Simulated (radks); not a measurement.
# Zr in [Kr] 5s2 5p2: an all-electron calculation

One table from this session's results is given with a row withheld; the runs are named, their logs left out.

The numbers are computed with radks (a radial shooting solver on a logarithmic mesh, Libxc functionals) version 1 (Dirac Kohn-Sham, PBEsol, spin-unpolarised, spherical densities, finite nucleus; open shells fill j = l - 1/2 first), except any that are marked as measured or tabulated.

**The system**

| Property | Result |
| --- | --- |
| element | zirconium (Z = 40) |
| charge | 0 |
| electrons | 40 |
| configuration | [Kr] 5s2 5p2 |
| nuclear rms radius | 4.2694 fm |

The first run:

The run's settings:

```text
Z 40
configuration [Kr] 5s2 5p2 4d0 6s0 4f0 6p0
relativity Dirac
functional pbe_sol,pbe_sol
spin unpolarised
j_filling energy
nucleus finite rms 4.2694 fm
c 137.035999084
```

Among the steps run: Self-consistent calculation.

One of the session's tables, all rows but one given; the rest of the session is left out.

It belongs to the step «Shells». Sizes of the orbitals, from the radial functions (bohr):

```
level      <r>  outermost maximum (interpolated)  90 % within  nodes
1s1/2  0.03708                            0.0241       0.0664      0
2s1/2   0.1624                             0.137        0.251      1
2p1/2   0.1387                             0.107        0.227      0
2p3/2   0.1431                             0.111        0.233      0
3s1/2   0.4586                             0.409        0.679      2
3p1/2   0.4551                             0.396        0.690      1
3p3/2   0.4656                             0.405        0.705      1
3d3/2   0.4504                             0.346        0.725      0
3d5/2   0.4540                             0.348        0.730      0
4s1/2    1.198                              1.07         1.74      3
4p1/2    1.318                              1.15         1.95      2
4p3/2    1.346                              1.18         1.99      2
4d3/2    1.916                              1.49         3.03      1
4d5/2    1.932                              1.50         3.06      1
5s1/2    3.289                              2.88         4.80      4
5p1/2    4.101                              3.49         6.09      3
5p3/2        ?                                 ?            ?      ?
```

**Question.** Estimate the row for 5p3/2.

As computed: <r>: 4.191; outermost maximum (interpolated): 3.56; 90 % within: 6.22; nodes: 3. In the column «<r>» it is the highest.
